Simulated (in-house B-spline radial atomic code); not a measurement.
**Excitations of Ge⁴⁺ as exact exchange is dialled in**

Aim: follow the lowest excitations, the threshold and the polarisability of Ge⁴⁺ as the share of exact exchange in a PBE hybrid goes from none to all.

The numbers are computed with in-house B-spline radial atomic code version 1 (linear response of a closed shell, each method with its own adiabatic kernel; spin-free one-electron X2C, finite nucleus; B-spline basis; no spin-orbit coupling, no double excitations; only terms of natural parity, (−1)^L, with L up to 3 are computed), except any that are marked as measured or tabulated.

### 1 The atom as given

* element: germanium (Z = 32)
* charge: +4
* configuration: [Ar] 3d10
* runs: 0 % exact exchange; 10 % exact exchange; 20 % exact exchange; 30 % exact exchange; 40 % exact exchange; 50 % exact exchange; 60 % exact exchange; 70 % exact exchange; 80 % exact exchange; 90 % exact exchange; 100 % exact exchange

Outer shells as boxes (Hund's rule):

Ge⁴⁺
```
[Ar] core
3d [↑↓][↑↓][↑↓][↑↓][↑↓]
```

### 2 0 % exact exchange

Settings, as recorded:

```ini
Z = 32
electrons = 28.0
configuration = [Ar] 3d10
hamiltonian = x2c
method = pbeh
box_radius = 19.1
exact_exchange_fraction = 0.0
rms_radius = 4.0742
intervals = 72
```

Launch:

```
> python run_td.py task.json out
```

One command runs all members of the session, one after another, from task.json.

### 3 10 % exact exchange

Changes to the settings of step 2:

```diff
@@ -6,3 +6,3 @@
 box_radius = 19.1
-exact_exchange_fraction = 0.0
+exact_exchange_fraction = 0.1
 rms_radius = 4.0742
```

### 4 20 % exact exchange

Changes to the settings of step 3:

```diff
@@ -6,3 +6,3 @@
 box_radius = 19.1
-exact_exchange_fraction = 0.1
+exact_exchange_fraction = 0.2
 rms_radius = 4.0742
```

### 5 30 % exact exchange

Changes to the settings of step 4:

```diff
@@ -6,3 +6,3 @@
 box_radius = 19.1
-exact_exchange_fraction = 0.2
+exact_exchange_fraction = 0.3
 rms_radius = 4.0742
```

### 6 40 % exact exchange

Changes to the settings of step 5:

```diff
@@ -6,3 +6,3 @@
 box_radius = 19.1
-exact_exchange_fraction = 0.3
+exact_exchange_fraction = 0.4
 rms_radius = 4.0742
```

### 7 50 % exact exchange

Changes to the settings of step 6:

```diff
@@ -6,3 +6,3 @@
 box_radius = 19.1
-exact_exchange_fraction = 0.4
+exact_exchange_fraction = 0.5
 rms_radius = 4.0742
```

### 8 60 % exact exchange

Changes to the settings of step 7:

```diff
@@ -6,3 +6,3 @@
 box_radius = 19.1
-exact_exchange_fraction = 0.5
+exact_exchange_fraction = 0.6
 rms_radius = 4.0742
```

### 9 70 % exact exchange

Changes to the settings of step 8:

```diff
@@ -6,3 +6,3 @@
 box_radius = 19.1
-exact_exchange_fraction = 0.6
+exact_exchange_fraction = 0.7
 rms_radius = 4.0742
```

### 10 80 % exact exchange

Changes to the settings of step 9:

```diff
@@ -6,3 +6,3 @@
 box_radius = 19.1
-exact_exchange_fraction = 0.7
+exact_exchange_fraction = 0.8
 rms_radius = 4.0742
```

### 11 90 % exact exchange

Changes to the settings of step 10:

```diff
@@ -6,3 +6,3 @@
 box_radius = 19.1
-exact_exchange_fraction = 0.8
+exact_exchange_fraction = 0.9
 rms_radius = 4.0742
```

### 12 100 % exact exchange

Changes to the settings of step 11:

```diff
@@ -6,3 +6,3 @@
 box_radius = 19.1
-exact_exchange_fraction = 0.9
+exact_exchange_fraction = 1.0
 rms_radius = 4.0742
```

Before running it: what results should come out? Wanted: for each run, threshold; 3d→4p ¹P; 3d→4p ³P, Tamm-Dancoff; α; C6.

**Answer**, as computed:

| run | threshold (eV) | 3d→4p ¹P (eV) | 3d→4p ³P, Tamm-Dancoff (eV) | α (bohr³) | C6 (hartree bohr⁶) | time |
| --- | --- | --- | --- | --- | --- | --- |
| 0 % exact exchange | 78.026 | 38.039 | 36.460 | 0.8738 | 1.675 | 1.6 s |
| 10 % exact exchange | 79.578 | 38.709 | 37.105 | 0.8590 | 1.643 | 2.2 s |
| 20 % exact exchange | 81.138 | 39.378 | 37.751 | 0.8447 | 1.613 | 2.3 s |
| 30 % exact exchange | 82.704 | 40.048 | 38.396 | 0.8310 | 1.584 | 2.3 s |
| 40 % exact exchange | 84.276 | 40.717 | 39.040 | 0.8178 | 1.556 | 2.3 s |
| 50 % exact exchange | 85.855 | 41.385 | 39.684 | 0.8050 | 1.529 | 2.2 s |
| 60 % exact exchange | 87.440 | 42.053 | 40.328 | 0.7928 | 1.503 | 2.3 s |
| 70 % exact exchange | 89.031 | 42.721 | 40.971 | 0.7809 | 1.478 | 2.3 s |
| 80 % exact exchange | 90.628 | 43.388 | 41.614 | 0.7695 | 1.454 | 2.3 s |
| 90 % exact exchange | 92.231 | 44.055 | 42.256 | 0.7585 | 1.430 | 2.3 s |
| 100 % exact exchange | 93.840 | 44.721 | 42.898 | 0.7478 | 1.408 | 2.3 s |

What this shows: From 0 % exact exchange to 100 % exact exchange the threshold goes from 78.03 to 93.84 eV and α from 0.874 to 0.748 bohr³. 3d→4p ¹P moves from 38.04 eV (0 % exact exchange) to 44.72 eV (100 % exact exchange). 3d→4p ³P moves from 36.46 eV (0 % exact exchange) to 42.90 eV (100 % exact exchange). Exact exchange removes self-interaction, which deepens the highest level.
